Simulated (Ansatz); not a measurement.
This script makes a comparison of norm-conserving and PAW potentials of HfN, space group Fm-3m with Ansatz 0.2.0, Python API.

Script `nc_paw_hfn.py`:
```python
'''Norm-conserving against PAW potentials for HfN.'''

import ansatz as az
import numpy as np


def count_gap(report):
    # lowest empty less highest filled band, counting bands; zero where they overlap
    return max(report.get('gap_by_band_count_ev') or 0.0, 0.0)

lattice = az.Lattice.of(
    (0.0, 2.256, 2.256),
    (2.256, 0.0, 2.256),
    (2.256, 2.256, 0.0),
)
sites = [
    ('Hf', (0.0, 0.0, 0.0)),
    ('N', (0.5, 0.5, 0.5)),
]
structure = az.Crystal(lattice=lattice)
for symbol, position in sites:
    structure = structure.atom(symbol, position)

calculation = (
    structure.calculation()
    .occupations('Marzari-Vanderbilt', width=0.1)
    .functional('pbe')
    .kpoints(11)
    .stress()
    .forces()
    .band_table()
)
variants = {
    'PAW': calculation.pseudopotentials('paw'),
    'norm-conserving': calculation.pseudopotentials('nc'),
}
# totals differ by the cores that each treatment holds, so compare what does not depend on them
rows = []
for label, variant in variants.items():
    summary = variant.run(threads=1).report
    levels = np.array(summary['eigenvalues_ev'][0]) - summary['fermi_energy_ev']
    print(label, 'levels at the first k-point near E_F:', np.round(levels[np.abs(levels) < 5], 3))
    rows.append((label, summary['n_electrons'], np.trace(summary['stress_gpa']) / 3, count_gap(summary)))
for row in rows:
    print('; '.join(f'{name} = {round(v, 4) if isinstance(v, float) else v}' for name, v in zip(['treatment', 'electrons in bands', 'P GPa', 'gap by band count eV'], row)))
```

How well do the two treatments of the cores agree on the pressure?

PAW gives 6.629 GPa and norm-conserving 6.856 GPa, 0.23 GPa apart. They took 1.5 and 5.1 s of processor time.

The run itself:

Output of `python nc_paw_hfn.py`:
```text
DeckWarning: basis.ecutwfc = 420 eV, auto-derived from the records' recommended cutoffs: set by Hf (normal level)
PAW levels at the first k-point near E_F: [-2.894 -2.894 -2.894 -0.319 -0.319 -0.319  1.849  2.013]
DeckWarning: basis.ecutwfc = 1240 eV, auto-derived from the records' recommended cutoffs: set by N (normal level)
norm-conserving levels at the first k-point near E_F: [-2.885 -2.885 -2.885 -0.323 -0.323 -0.323  1.854  2.012]
treatment = PAW; electrons in bands = 31.0; P GPa = 6.6294; gap by band count eV = 0.0
treatment = norm-conserving; electrons in bands = 31.0; P GPa = 6.8557; gap by band count eV = 0.0
```
(Warnings from the package without file and line.)

What to keep in mind:
- The run is spin-unpolarised.
- The computed bands are complete only to about 2.0 eV above the Fermi level.
- For a metal this k-point mesh is coarse: on a finer one energies can move by several to tens of meV an atom and pressures by half a GPa or more, differences at one mesh by less.
- A gap by band count of zero or less means overlapping bands, a metal, and at an odd count of electrons it is no gap at all.
- At these settings the cell as given stands under about 7 GPa, so it isn't at this functional's equilibrium volume.
- The starting cell is as deposited in a crystallographic database; the results hold for this polymorph, which needn't be the stable one.
- Levels are Kohn-Sham eigenvalues on this mesh, without spin-orbit coupling.
- Stress is positive in compression.
- Run time: 7 s on 1 thread of Arm Neoverse V2, with other jobs on the host, peak memory 0.46 GiB.
